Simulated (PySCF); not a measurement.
# C₄H₃BrN₂: NMR shieldings, part 2 of 2

PySCF 2.14.0. Atoms count from 0. The steps go on from the part before.

### Step 6. NMR shieldings: BHandHLYP/pcJ-1 Br:dyall-v2z (BHandHLYP), spin–orbit

What the job is given:

```
{"job": {"kind": "hnmr", "xc": "BHandHLYP", "basis": {"default": "pcJ-1", "Br": "dyall-v2z"}, "rel": "so"}, "charge": 0, "multiplicity": 1}
Br     2.318427    -0.361243    -0.189463
C      0.434035    -0.281109    -0.106323
N     -0.199701    -1.440551    -0.100399
C     -1.527724    -1.377752    -0.041140
C     -2.210496    -0.165558     0.013780
C     -1.422390     0.982654     0.000744
N     -0.094399     0.929553    -0.059622
H     -2.063028    -2.333879    -0.036327
H     -3.299083    -0.117472     0.063557
H     -1.871366     1.981588     0.040102
```

Level: BHandHLYP/pcJ-1 Br:dyall-v2z GIAO NMR shielding, X2C with spin-orbit coupling, screened-nuclear two-electron part, Gaussian nuclei, gas phase.

The log of the run:

```text
spin-free SCF
coarse grid: 45712 points
cycle   1  E = -2869.8854655277  dE =  1.446e+00  |g| = 5.291e-01  |ddm| = 3.097e+00
cycle   2  E = -2869.8899292014  dE = -4.464e-03  |g| = 5.711e-01  |ddm| = 7.687e-01
cycle   3  E = -2869.9543447198  dE = -6.442e-02  |g| = 6.262e-02  |ddm| = 3.947e-01
cycle   4  E = -2869.9549115194  dE = -5.668e-04  |g| = 4.367e-02  |ddm| = 9.505e-02
cycle   5  E = -2869.9553402825  dE = -4.288e-04  |g| = 1.188e-02  |ddm| = 3.735e-02
cycle   6  E = -2869.9553700794  dE = -2.980e-05  |g| = 3.310e-03  |ddm| = 1.198e-02
cycle   7  E = -2869.9553733734  dE = -3.294e-06  |g| = 1.326e-03  |ddm| = 3.893e-03
final grid: 96008 points
cycle   8  E = -2869.9554373581  dE = -1.933e-07  |g| = 1.320e-03  |ddm| = 2.369e-03
cycle   9  E = -2869.9554372087  dE =  1.495e-07  |g| = 1.652e-03  |ddm| = 2.056e-03
cycle  10  E = -2869.9554377757  dE = -5.671e-07  |g| = 1.317e-04  |ddm| = 1.188e-03
cycle  11  E = -2869.9554377809  dE = -5.215e-09  |g| = 8.629e-05  |ddm| = 1.487e-04
converged SCF energy = -2869.9554377809
two-component SCF
cycle   1  E = -2869.8886801563  dE = -2.870e+03  |FDS-SDF| = 2.192e+01
cycle   2  E = -2870.0329702349  dE = -1.443e-01  |FDS-SDF| = 1.884e-01
cycle   3  E = -2870.0333295562  dE = -3.593e-04  |FDS-SDF| = 1.062e-02
cycle   4  E = -2870.0333652946  dE = -3.574e-05  |FDS-SDF| = 3.175e-03
cycle   5  E = -2870.0333763822  dE = -1.109e-05  |FDS-SDF| = 1.726e-03
cycle   6  E = -2870.0333787043  dE = -2.322e-06  |FDS-SDF| = 7.352e-04
cycle   7  E = -2870.0333793150  dE = -6.107e-07  |FDS-SDF| = 6.514e-05
cycle   8  E = -2870.0333793192  dE = -4.196e-09  |FDS-SDF| = 2.293e-05
converged, E = -2870.0333793192

Field gradients (au) and densities at the nuclei (bohr^-3)
atom        Vxx        Vyy        Vzz        centre      nuclear mean
  0 Br    -3.5871    -4.9337     8.5208      40794.822      40735.096
  1 C      0.0580     0.1979    -0.2560        125.844        125.842
  2 N      0.4297     0.6987    -1.1284        204.620        204.615
  3 C     -0.1292    -0.2960     0.4252        125.870        125.868
  4 C     -0.1108    -0.1666     0.2774        125.806        125.804
  5 C     -0.1300    -0.2956     0.4256        125.871        125.868
  6 N      0.4293     0.6991    -1.1284        204.621        204.616
  7 H     -0.1325    -0.1479     0.2804          0.480          0.480
  8 H     -0.1348    -0.1602     0.2950          0.475          0.475
  9 H     -0.1324    -0.1478     0.2802          0.480          0.480
without picture change
  0 Br                           8.8091                     66197.171

Core orbital energies (eV)
atom   shell        mean    spread
  0 Br 1s       -13430.638   0.000
  0 Br 2s        -1778.085   0.000
  0 Br 3s         -256.941   0.000
  0 Br 4s          -24.533   0.000
  0 Br 2p1/2     -1598.064   0.000
  0 Br 2p3/2     -1550.356   0.057
  0 Br 3p1/2      -193.528   0.000
  0 Br 3p3/2      -186.445   0.218
  0 Br 3d3/2       -76.396   0.273
  0 Br 3d5/2       -75.271   0.367

Shielding tensors (ppm)
atom      isotropic    diamagn.    paramagn.     s11        s22        s33       span
  0 Br     2154.48     2986.21     -831.73    1552.82    1742.86    3167.75    1614.93
  1 C        24.23      247.53     -223.29     -81.71      48.70     105.71     187.42
  2 N       -83.30      328.59     -411.88    -319.66    -170.48     240.26     559.92
  3 C        18.19      249.22     -231.03    -101.93       7.13     149.37     251.29
  4 C        59.79      260.54     -200.75     -62.81      65.33     176.83     239.64
  5 C        18.14      249.14     -231.00    -102.01       7.11     149.34     251.35
  6 N       -83.60      328.64     -412.24    -320.04    -170.68     239.91     559.95
  7 H        22.88       28.18       -5.30      19.08      23.37      26.20       7.12
  8 H        24.44       29.29       -4.85      22.44      24.05      26.82       4.39
  9 H        22.88       28.85       -5.97      19.08      23.36      26.20       7.12
```

Wall time 3.8 min (1 thread of Arm Neoverse V1, shared host); peak memory 1.6 GiB.

In short:

```tsv
quantity	value
energy from spin-orbit coupling	-0.0779 Eh
```

### Step 7. Shieldings side by side

```tsv
run	Br0	N6	N2	C5	C3	C4	C1	time
step 3, PBE0/pcJ-1 Br:dyall-v2z (PBE0), spin–orbit	2093.3	-81.1	-80.8	20.4	20.4	59.5	23.2	3.4 min
step 4, KT2/pcJ-1 Br:dyall-v2z (KT2), spin–orbit	2054.5	-59.2	-59.0	34.8	34.8	70.5	32.4	75 s
step 5, B3LYP/pcJ-1 Br:dyall-v2z (B3LYP), spin–orbit	2028.5	-88.4	-88.1	15.8	15.8	54.6	16.8	3.3 min
step 6, BHandHLYP/pcJ-1 Br:dyall-v2z (BHandHLYP), spin–orbit	2154.5	-83.6	-83.3	18.1	18.2	59.8	24.2	3.8 min
```

### Step 8. Summary of results

The summary covers parts 1 to 2.

| quantity | value |
| --- | --- |
| point group | C2v |
| rotational constants (main isotopes) | 6.14, 1.06, 0.91 GHz |
| energy from spin-orbit coupling (step 3, PBE0/pcJ-1 Br:dyall-v2z (PBE0), spin–orbit) | -0.0780 Eh |
| shieldings (step 3, PBE0/pcJ-1 Br:dyall-v2z (PBE0), spin–orbit) | Br0 2093.3, C1 23.2, N2 -80.8, C3 20.4, C4 59.5, C5 20.4, N6 -81.1 ppm |
| surface potential, 1st and 99th percentile | -1.52 V and 1.51 V |
| energy from spin-orbit coupling (step 4, KT2/pcJ-1 Br:dyall-v2z (KT2), spin–orbit) | -0.0783 Eh |
| shieldings (step 4, KT2/pcJ-1 Br:dyall-v2z (KT2), spin–orbit) | Br0 2054.5, C1 32.4, N2 -59.0, C3 34.8, C4 70.5, C5 34.8, N6 -59.2 ppm |
| energy from spin-orbit coupling (step 5, B3LYP/pcJ-1 Br:dyall-v2z (B3LYP), spin–orbit) | -0.0782 Eh |
| shieldings (step 5, B3LYP/pcJ-1 Br:dyall-v2z (B3LYP), spin–orbit) | Br0 2028.5, C1 16.8, N2 -88.1, C3 15.8, C4 54.6, C5 15.8, N6 -88.4 ppm |
| energy from spin-orbit coupling (step 6, BHandHLYP/pcJ-1 Br:dyall-v2z (BHandHLYP), spin–orbit) | -0.0779 Eh |
| shieldings (step 6, BHandHLYP/pcJ-1 Br:dyall-v2z (BHandHLYP), spin–orbit) | Br0 2154.5, C1 24.2, N2 -83.3, C3 18.2, C4 59.8, C5 18.1, N6 -83.6 ppm |

Over 6 steps the energy fell by 0.131 eV; of the close pairs, N2–C3 changed most, 1.270 to 1.331 Å. In step 3, Br0 has the widest tensor, 1600 ppm. By nearest atom (PBE0/dyall-v2z+pcJ-1), the HOMO sits on N2, N6 about 29 % each; Br0 25 % and the LUMO on C3, C5 about 23 % each; N2, N6 about 18 % each. Br0 moves most between the runs, by 126 ppm; the labels say what changes from run to run.
